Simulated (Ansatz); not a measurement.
**C₂H₇BN₂Si: one species, many methods**

One table from this session's results is given with a row withheld; the runs are named, their logs left out.

The runs use Ansatz 0.2.0, Gaussian basis; functionals in def2-TZVPP, the program's frozen cores in correlated methods.

Levels to be run: PBE-D4, r2SCAN-D4, PBE0-D4, B3LYP-D4, ωB97X-V, ωB97M-V, B2PLYP; CCSD(T)/def2-TZVPP; MP2/def2-QZVPP; extrapolation to the limit.

### The geometry

The geometry comes from an earlier relaxation with PBE0-D4 in a triple-zeta def2 set; it is a stationary point, not always the lowest conformer.

SMILES `CB(N)[SiH2]C#N`, 13 atoms, charge 0, spin multiplicity 1.

Atoms are counted from 1 here; the program's logs count them from 0.

Bond lengths: C1–B2 1.567 Å, C1–H7 1.094 Å, C1–H8 1.095 Å, C1–H9 1.095 Å, B2–N3 1.389 Å, B2–Si4 2.030 Å, N3–H10 1.009 Å, N3–H11 1.006 Å, Si4–C5 1.857 Å, Si4–H12 1.488 Å, Si4–H13 1.487 Å, C5–N6 1.153 Å. Angles: B2–C1–H7 113.5°, B2–C1–H8 110.4°, B2–C1–H9 111.0°, H7–C1–H8 108.0°, H7–C1–H9 107.9°, H8–C1–H9 105.5°, C1–B2–N3 121.8°, C1–B2–Si4 120.5°, N3–B2–Si4 117.7°, B2–N3–H10 122.4°, B2–N3–H11 124.3°, H10–N3–H11 113.3°, B2–Si4–C5 108.3°, B2–Si4–H12 115.0°, B2–Si4–H13 113.9°, C5–Si4–H12 105.5°, C5–Si4–H13 105.0°, H12–Si4–H13 108.4° and more.

As a file:

```mol
C2H7BN2Si
  3D, bonds by distance, orders not assigned

 13 12  0  0  0  0  0  0  0  0999 V2000
   -0.2354   -0.6775   -1.5350 C   0  0
    0.4699   -0.3846   -0.1663 B   0  0
    1.8288   -0.6046    0.0187 N   0  0
   -0.5917    0.3394    1.4046 Si  0  0
   -1.4591    1.8878    0.8568 C   0  0
   -1.9735    2.8412    0.4633 N   0  0
    0.4419   -1.0667   -2.3011 H   0  0
   -0.7024    0.2324   -1.9272 H   0  0
   -1.0524   -1.3961   -1.4104 H   0  0
    2.4228   -0.9621   -0.7141 H   0  0
    2.3232   -0.4133    0.8737 H   0  0
    0.2241    0.7360    2.5846 H   0  0
   -1.6759   -0.5667    1.8672 H   0  0
  1  2  8  0
  2  3  8  0
  2  4  8  0
  4  5  8  0
  5  6  8  0
  1  7  8  0
  1  8  8  0
  1  9  8  0
  3 10  8  0
  3 11  8  0
  4 12  8  0
  4 13  8  0
M  END
```

Set-up of the first run:

The input, in.yaml:

```yaml
crystal:
  periodic: [false, false, false]
  atoms:
    - {symbol: C, position_ang: [-0.235428, -0.677503, -1.534988]}
    - {symbol: B, position_ang: [0.469909, -0.384588, -0.166341]}
    - {symbol: N, position_ang: [1.828839, -0.604575, 0.018740]}
    - {symbol: Si, position_ang: [-0.591695, 0.339426, 1.404587]}
    - {symbol: C, position_ang: [-1.459108, 1.887803, 0.856824]}
    - {symbol: N, position_ang: [-1.973483, 2.841185, 0.463264]}
    - {symbol: H, position_ang: [0.441899, -1.066668, -2.301106]}
    - {symbol: H, position_ang: [-0.702412, 0.232379, -1.927193]}
    - {symbol: H, position_ang: [-1.052439, -1.396135, -1.410379]}
    - {symbol: H, position_ang: [2.422807, -0.962115, -0.714087]}
    - {symbol: H, position_ang: [2.323155, -0.413324, 0.873746]}
    - {symbol: H, position_ang: [0.224087, 0.736037, 2.584571]}
    - {symbol: H, position_ang: [-1.675931, -0.566723, 1.867161]}
basis:
  gaussian: {orbitals: def2-TZVPP}
hamiltonian: {xc: pbe, dispersion: d4}
output: {forces: true, orbitals: {seedname: orbitals}}
```

Launch:

```
ansatz run in.yaml --threads 4 --pin off --events-out ev --progress --plain --max-ram 10444MiB
```

Among the steps run: PBE-D4 (GGA); r2SCAN-D4 (meta-GGA); PBE0-D4 (hybrid); B3LYP-D4 (hybrid); ωB97X-V (range-separated); ωB97M-V (range-separated); B2PLYP (double hybrid); CCSD(T) in def2-TZVPP; MP2 in def2-QZVPP.

One of the session's tables, all rows but one given; the rest of the session is left out.

It belongs to the step «Atomisation energies». 

| method | atomisation energy (kJ/mol) |
| --- | --- |
| PBE-D4 | 5248.7 |
| r2SCAN-D4 | 5121.9 |
| PBE0-D4 | 5140.2 |
| B3LYP-D4 | 5148.5 |
| ωB97X-V | 5144.9 |
| ωB97M-V | 5148.2 |
| B2PLYP | 5089.6 |
| HF/def2-TZVPP | 3691.0 |
| MP2/def2-TZVPP | 5061.8 |
| CCSD/def2-TZVPP | ? |
| CCSD(T)/def2-TZVPP | 4971.2 |
| MP2/CBS | 5198.5 |
| CCSD(T)/CBS | 5107.9 |

Estimate the missing values for CCSD/def2-TZVPP.

The run gave: atomisation energy (kJ/mol): 4886.9. In the column «atomisation energy (kJ/mol)» it lies between HF/def2-TZVPP (3691.0) and CCSD(T)/def2-TZVPP (4971.2).
